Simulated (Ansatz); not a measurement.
Crystal: Ba2Tl5V3O12.

```xyz
22
Lattice="9.9367 0.0000 0.0000 0.0000 9.9367 0.0000 0.0000 0.0000 6.6555" Properties=species:S:1:pos:R:3 pbc="T T T"
Ba    0.0000    4.9683    0.0000
Ba    4.9683    0.0000    0.0000
V     4.9683    4.9683    0.0000
V     4.9683    0.0000    3.3278
V     0.0000    4.9683    3.3278
Tl    0.0000    0.0000    3.3278
Tl    6.6895    3.2472    3.0625
Tl    3.2472    6.6895    3.0625
Tl    6.6895    6.6895    3.5930
Tl    3.2472    3.2472    3.5930
O     3.9596    5.9771    0.9752
O     5.9771    3.9596    0.9752
O     5.9771    5.9771    5.6804
O     3.9596    3.9596    5.6804
O     5.9579    0.9015    2.2349
O     3.9787    0.9015    4.4207
O     5.9579    9.0352    4.4207
O     3.9787    9.0352    2.2349
O     0.9015    5.9579    2.2349
O     0.9015    3.9787    4.4207
O     9.0352    5.9579    4.4207
O     9.0352    3.9787    2.2349
```

The cell was built by a generator and needn't be a form met in nature.

Program: Ansatz 0.2.0. Alike in all runs: cell as given; smearing fermi-dirac 0.05 eV.

Task: Order these runs on this cell by their pressure, lowest first.
A. level BLYP; potentials or basis Ansatz PAW; spin collinear, ferromagnetic start; k mesh 3 × 3 × 4; cutoff (eV) 420; points for each segment of the path 10
B. level r2SCAN; potentials or basis Ansatz PAW; spin non-collinear, ferromagnetic start, SOC; k mesh 2 × 2 × 3; cutoff (eV) 500; points for each segment of the path 10
C. level PBE; potentials or basis PseudoDojo standard (PBE files); spin collinear, ferromagnetic start; k mesh 3 × 3 × 4; cutoff (eV) 1143

Result: B (-1.6 GPa), C (-0.1 GPa), A (1.6 GPa).

Caveats: the PAW data sets come from PBE, with cores solved anew for the run's functional, which leaves a small shift of forces and pressure (some runs); the magnetic or orbital state may not be the lowest (some runs); the potentials were made for another functional, which shifts forces and pressure (some runs).

Not every run made on this cell is shown here.
